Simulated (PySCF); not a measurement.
# Changing the system itself: FeHO2 (sextet)

How does FeHO2 (sextet) answer to another spin, charge, distance or environment?

The runs use PySCF 2.14.0; method and basis as typed in the scripts.

6 further runs of the same task are left out: 6 that didn't finish.

## (1) Where the work starts

FeHO2 (sextet): 4 atoms, charge 0, spin multiplicity 6.

Bond lengths: Fe1–O2 1.592 Å, Fe1–O3 1.750 Å, O3–H4 0.939 Å. Angles: O2–Fe1–O3 167.5°, Fe1–O3–H4 135.8°.

Coordinates:

```
Fe    0.0545   -0.0419   -0.0509
O     1.6460   -0.0175   -0.0040
O    -1.6653    0.1714    0.1928
H    -2.2057    0.6591    0.7857
```

## (2) The base run

File input.py:

```python
from pyscf import gto, dft

mol = gto.M(
    atom='Fe 0.0545 -0.0419 -0.0509; O 1.646 -0.0175 -0.004; O -1.6653 0.1714 0.1928; H -2.2057 0.6591 0.7857',
    basis='6-31g',
    charge=0,
    spin=5,
    verbose=3,
)
mf = dft.UKS(mol, xc='lc_wpbe')
mf.kernel()
mf.dip_moment()
print('orbital energies (hartree):', [e[max(0, n-3):n+3].round(4) for e, n in zip(mf.mo_energy, mol.nelec)])
```

Command:

```
OMP_NUM_THREADS=1 python input.py
```

## (3) Electric field 0.05 a.u.

Variant 1 changes electric field: none → 0.05 a.u.

input.py: that of step 2 with these lines changed.

```diff
@@ -10,2 +10,7 @@
 mf = dft.UKS(mol, xc='lc_wpbe')
+field = 0.05  # electric field along z, atomic units
+h = mf.get_hcore() + field*mol.intor('int1e_r')[2]
+mf.get_hcore = lambda *args: h
+e_nuc = mol.energy_nuc() - field*mol.atom_charges() @ mol.atom_coords()[:, 2]
+mf.energy_nuc = lambda *args: e_nuc
 mf.kernel()
```

## (4) Coordinates × 0.862

Variant 2 changes geometry: coordinates × 0.98 → coordinates × 0.862.

input.py: that of step 2 with these lines changed.

```diff
@@ -3,3 +3,3 @@
 mol = gto.M(
-    atom='Fe 0.0545 -0.0419 -0.0509; O 1.646 -0.0175 -0.004; O -1.6653 0.1714 0.1928; H -2.2057 0.6591 0.7857',
+    atom='Fe 0.0479 -0.0369 -0.0447; O 1.4478 -0.0154 -0.0035; O -1.4648 0.1508 0.1696; H -1.9401 0.5797 0.6911',
     basis='6-31g',
```

What does the calculation give? Wanted: for each run, E(SCF); from base; gap, α spin; SCF dipole.

**Answer**, as computed:

| run | E(SCF) (hartree) | from base (eV) | gap, α spin (eV) | SCF dipole (D) |
| --- | --- | --- | --- | --- |
| base | -1414.248369 | 0 | 11.90 | 2.55 |
| electric field 0.05 a.u. | -1414.283132 | -0.9459 | 8.74 | 4.30 |
| coordinates × 0.862 | -1414.106771 | +3.8531 | 11.43 | 2.47 |

In words: Of the runs whose energies can be compared, “coordinates × 0.862” moves the SCF energy most (+3.853 eV).
